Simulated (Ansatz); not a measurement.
**CH3AlFNS: one species, many methods**

One table from this session's results is given with a row withheld; the runs are named, their logs left out.

The runs use Ansatz 0.2.0, Gaussian basis; functionals in def2-TZVPP, the program's frozen cores in correlated methods.

The runs, in order: LDA (SPW92), PBE-D4, revPBE-D4, BLYP-D4, r2SCAN-D4, B97M-V, PBE0-D4, B3LYP-D4, r2SCANh-D4, r2SCAN0-D4, HSE06-D4, BHLYP-D4, CAM-B3LYP-D4, LC-ωPBE, ωB97X-V, ωB97M-V, B2PLYP, PBE-QIDH; CCSD(T)/def2-SVP; CCSD(T)/def2-TZVPP; MP2/def2-QZVPP; extrapolation to the limit; RPA on PBE.

## The relaxed structure

All runs share one geometry, relaxed beforehand with PBE0-D4 in a triple-zeta def2 set.

8 atoms, charge 0, spin multiplicity 1.

Atoms are counted from 1 here; the program's logs count them from 0.

Bond lengths: N1–C2 1.274 Å, N1–H6 1.024 Å, C2–Al3 1.967 Å, C2–H7 1.100 Å, Al3–F4 1.647 Å, Al3–S5 2.156 Å, S5–H8 1.352 Å. Angles: C2–N1–H6 112.8°, N1–C2–Al3 112.3°, N1–C2–H7 121.5°, Al3–C2–H7 126.2°, C2–Al3–F4 121.1°, C2–Al3–S5 117.8°, F4–Al3–S5 121.1°, Al3–S5–H8 87.1°.

The first run:

The input, in.yaml:

```yaml
crystal:
  periodic: [false, false, false]
  atoms:
    - {symbol: N, position_ang: [-0.200622, 1.259154, 0.727741]}
    - {symbol: C, position_ang: [0.692900, 0.352591, 0.665267]}
    - {symbol: Al, position_ang: [0.222593, -1.074240, -0.605168]}
    - {symbol: F, position_ang: [1.225567, -2.356526, -0.853317]}
    - {symbol: S, position_ang: [-1.650077, -0.903403, -1.660794]}
    - {symbol: H, position_ang: [0.036660, 2.005883, 1.386975]}
    - {symbol: H, position_ang: [1.608225, 0.405627, 1.273265]}
    - {symbol: H, position_ang: [-1.842947, 0.253814, -0.989672]}
basis:
  gaussian: {orbitals: def2-TZVPP}
hamiltonian: {xc: lda}
output: {orbitals: {seedname: orbitals}}
```

Command:

```sh
$ ansatz run in.yaml --threads 2 --pin off --events-out ev --progress --plain --max-ram 4352MiB
```

Among the steps run: LDA; PBE-D4 (GGA); revPBE-D4 (GGA); BLYP-D4 (GGA); r2SCAN-D4 (meta-GGA); B97M-V (meta-GGA); PBE0-D4 (hybrid); B3LYP-D4 (hybrid); r2SCANh-D4 (hybrid); r2SCAN0-D4 (hybrid); HSE06-D4 (hybrid); BHLYP-D4 (hybrid); CAM-B3LYP-D4 (range-separated); LC-ωPBE (range-separated); ωB97X-V (range-separated); ωB97M-V (range-separated); B2PLYP (double hybrid); PBE-QIDH (double hybrid).

One table of the session follows, with a row left open; its other results are not shown here.

It belongs to the step «Orbital energies across the functionals». 

| functional | HOMO (eV) | LUMO (eV) | gap (eV) |
| --- | --- | --- | --- |
| LDA (SPW92) | -6.27 | -3.04 | 3.23 |
| PBE-D4 | -6.16 | -2.77 | 3.39 |
| revPBE-D4 | -6.11 | -2.67 | 3.44 |
| BLYP-D4 | -6.07 | -2.62 | 3.44 |
| r2SCAN-D4 | ? | ? | ? |
| B97M-V | -6.57 | -2.52 | 4.05 |
| PBE0-D4 | -7.57 | -1.79 | 5.78 |
| B3LYP-D4 | -7.35 | -2.01 | 5.34 |
| r2SCANh-D4 | -6.95 | -2.22 | 4.73 |
| r2SCAN0-D4 | -7.74 | -1.69 | 6.06 |
| HSE06-D4 | -7.16 | -2.17 | 4.99 |
| BHLYP-D4 | -8.84 | -0.77 | 8.07 |
| CAM-B3LYP-D4 | -8.97 | -0.68 | 8.29 |
| LC-ωPBE | -10.29 | 0.48 | 10.77 |
| ωB97X-V | -9.96 | 0.39 | 10.36 |
| ωB97M-V | -9.83 | 0.25 | 10.07 |

Q: Estimate the row for r2SCAN-D4 from the others.

Worked estimate for «HOMO (eV)». Against the share of exact exchange, r2SCANh-D4 (0.1, -6.95), r2SCAN0-D4 (0.25, -7.74) give a slope of -5.27 per unit share; at 0 the line stands at -6.42.

As computed: HOMO (eV): -6.43; LUMO (eV): -2.59; gap (eV): 3.84. In «HOMO (eV)» the line misses by +0.01.
